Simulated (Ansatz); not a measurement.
**C2H6OSn: one species, many methods**

An exercise on one series of results from a longer session: the logs are not shown, and one member is left open.

Program: Ansatz 0.2.0, Gaussian basis. Level of theory: functionals in def2-TZVPP, the program's frozen cores in correlated methods. These are calculated values, not measurements.

Levels to be run: PBE-D4, r2SCAN-D4, PBE0-D4, B3LYP-D4, ωB97X-V, ωB97M-V, B2PLYP; CCSD(T)/def2-TZVPP; MP2/def2-QZVPP; extrapolation to the limit.

## Structure used throughout

All runs share one geometry, relaxed beforehand with PBE0-D4 in a triple-zeta def2 set. Sn takes the def2 core potential; no spin-orbit term is included.

SMILES `C=C[O][SnH3]`, 10 atoms, charge 0, spin multiplicity 1.

Atoms are counted from 1 here; the program's logs count them from 0.

Bond lengths: C1–C2 1.332 Å, C1–H5 1.081 Å, C1–H6 1.086 Å, C2–O3 1.336 Å, C2–H7 1.090 Å, O3–Sn4 1.991 Å, Sn4–H8 1.702 Å, Sn4–H9 1.697 Å, Sn4–H10 1.702 Å. Angles: C2–C1–H5 119.8°, C2–C1–H6 123.0°, H5–C1–H6 117.2°, C1–C2–O3 128.3°, C1–C2–H7 120.1°, O3–C2–H7 111.6°, C2–O3–Sn4 122.2°, O3–Sn4–H8 107.6°, O3–Sn4–H9 100.8°, O3–Sn4–H10 107.7°, H8–Sn4–H9 113.6°, H8–Sn4–H10 112.5°, H9–Sn4–H10 113.6°.

Set-up of the first run:

in.yaml

```yaml
crystal:
  periodic: [false, false, false]
  atoms:
    - {symbol: C, position_ang: [1.302300, 0.985071, -0.149960]}
    - {symbol: C, position_ang: [0.162332, 1.248504, 0.486220]}
    - {symbol: O, position_ang: [-0.909099, 0.461861, 0.624619]}
    - {symbol: Sn, position_ang: [-0.986180, -1.369592, -0.151989]}
    - {symbol: H, position_ang: [2.086255, 1.728882, -0.177293]}
    - {symbol: H, position_ang: [1.494044, 0.043244, -0.655207]}
    - {symbol: H, position_ang: [0.020640, 2.210556, 0.978206]}
    - {symbol: H, position_ang: [0.268110, -2.281115, 0.550821]}
    - {symbol: H, position_ang: [-2.536531, -1.856293, 0.337184]}
    - {symbol: H, position_ang: [-0.818671, -1.222317, -1.839703]}
basis:
  gaussian: {orbitals: def2-TZVPP}
hamiltonian: {xc: pbe, dispersion: d4}
output: {forces: true, orbitals: {seedname: orbitals}}
```

Command:

```
$ ansatz run in.yaml --threads 4 --pin off --events-out ev --progress --plain --max-ram 10444MiB
```

Among the steps run: PBE-D4 (GGA); r2SCAN-D4 (meta-GGA); PBE0-D4 (hybrid); B3LYP-D4 (hybrid); ωB97X-V (range-separated); ωB97M-V (range-separated); B2PLYP (double hybrid); CCSD(T) in def2-TZVPP; MP2 in def2-QZVPP.

One of the session's tables, all rows but one given; the rest of the session is left out.

```
            method  atomisation energy (kcal/mol)
            PBE-D4                          834.9
         r2SCAN-D4                          821.6
           PBE0-D4                              ?
          B3LYP-D4                          819.4
           ωB97X-V                          823.7
           ωB97M-V                          821.1
            B2PLYP                          810.0
     HF/def2-TZVPP                          582.1
    MP2/def2-TZVPP                          807.0
   CCSD/def2-TZVPP                          788.6
CCSD(T)/def2-TZVPP                          802.3
           MP2/CBS                          828.5
       CCSD(T)/CBS                          823.7
```

Q: Estimate the row for PBE0-D4 from the others.

As computed: atomisation energy (kcal/mol): 817.9. In the column «atomisation energy (kcal/mol)» it lies between B2PLYP (810.0) and B3LYP-D4 (819.4).

Limits of these values: Free atoms (2 C, 1 O, 1 Sn, 6 H) were run apart at each level; the atomisation energy is their sum less the molecule, without zero-point or spin-orbit terms.
